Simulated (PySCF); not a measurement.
# Ways to converge the SCF of InS

The same problem is solved with other solver options, one edit a run.

Method: method and basis as typed in the scripts; program: PySCF 2.14.0.

2 further runs of the same task are left out: 1 for a known fault of the program, 1 that didn't finish.

**1. Starting geometry**

InS: 2 atoms, charge 0, spin multiplicity 2.

Bond lengths: In1–S2 2.375 Å.

**2. Base script**

input.py reads:

```python
from pyscf import gto, scf

mol = gto.M(
    atom='In 0 0 0; S 0 0 2.375',
    basis='lanl2dz',
    ecp={'In': 'lanl2dz', 'S': 'lanl2dz'},
    charge=0,
    spin=1,
    verbose=4,
)
mf = scf.ROHF(mol)
mf.kernel()
mf.mulliken_pop()
mf.dip_moment()
print('orbital energies (hartree):', mf.mo_energy[..., max(0, mol.nelec[1]-3):mol.nelec[0]+3].round(4))
```

Started as:

```
> OMP_NUM_THREADS=1 python input.py
```

Its log is not repeated here.

Base result: E(SCF) = -11.697941 Eh, 11 cycles, μ = 4.99 D.

The bond length is a typed value, not an optimised one.

**3. Initial guess huckel**

Variant 1 changes initial guess: minao → huckel.

input.py reads:

```python
from pyscf import gto, scf

mol = gto.M(
    atom='In 0 0 0; S 0 0 2.375',
    basis='lanl2dz',
    ecp={'In': 'lanl2dz', 'S': 'lanl2dz'},
    charge=0,
    spin=1,
    verbose=4,
)
mf = scf.ROHF(mol)
mf.init_guess = 'huckel'
mf.kernel()
mf.mulliken_pop()
mf.dip_moment()
print('orbital energies (hartree):', mf.mo_energy[..., max(0, mol.nelec[1]-3):mol.nelec[0]+3].round(4))
```

Started as:

```
> OMP_NUM_THREADS=1 python input.py
```

**4. Level shift 1 hartree**

Variant 2 changes level shift: none → 1 hartree.

Edit input.py of step 2 so:

```diff
@@ -11,2 +11,3 @@
 mf = scf.ROHF(mol)
+mf.level_shift = 1.0
 mf.kernel()
```

**5. Smearing width 0.2 hartree**

Variant 3 changes smearing width: none → 0.2 hartree.

Edit input.py of step 2 so:

```diff
@@ -11,2 +11,3 @@
 mf = scf.ROHF(mol)
+mf = scf.addons.smearing_(mf, sigma=0.2, method='fermi')
 mf.kernel()
```

**6. Convergence threshold 0.001 hartree**

Variant 4 changes convergence threshold: default → 0.001 hartree.

Edit input.py of step 2 so:

```diff
@@ -11,2 +11,3 @@
 mf = scf.ROHF(mol)
+mf.conv_tol = 0.001
 mf.kernel()
```

Q: Predict the outcome of this session. Wanted: for each run, E(SCF); from base; SCF dipole.

**Answer**, as computed:

```
                                     run  E(SCF) (hartree)  from base (eV)  cycles  SCF dipole (D)
                                    base        -11.697941               0      11            4.99
                    initial guess huckel        -11.697941          0.0000      11            4.99
                   level shift 1 hartree        -11.697941          0.0000      31            4.99
smearing width 0.2 hartree (poor choice)        -10.694844  not comparable      12            3.14
     convergence threshold 0.001 hartree        -11.697581  not comparable       5            5.25
```

Distance from each run's final energy (log10 hartree) by cycle:

```
                                     run  cycle 1  cycle 2  cycle 3  cycle 5  cycle 8  cycle 12
                                    base     -1.4     -2.0     -2.3     -3.2     -6.1      done
                    initial guess huckel     -1.3     -1.4     -2.9     -3.5     -7.3      done
                   level shift 1 hartree     -0.4     -1.3     -1.7     -2.3     -3.0      -4.0
smearing width 0.2 hartree (poor choice)     -0.2     -1.4     -1.6     -3.4     -5.7      -7.6
     convergence threshold 0.001 hartree     -1.4     -2.0     -2.3     -3.6     done      done
```

**Reading.** With initial guess huckel or level shift 1 hartree the SCF ends at the base energy. The base needs 11 cycles and the run with level shift 1 hartree needs 31. Rows marked «poor choice» come from settings spoiled on purpose.
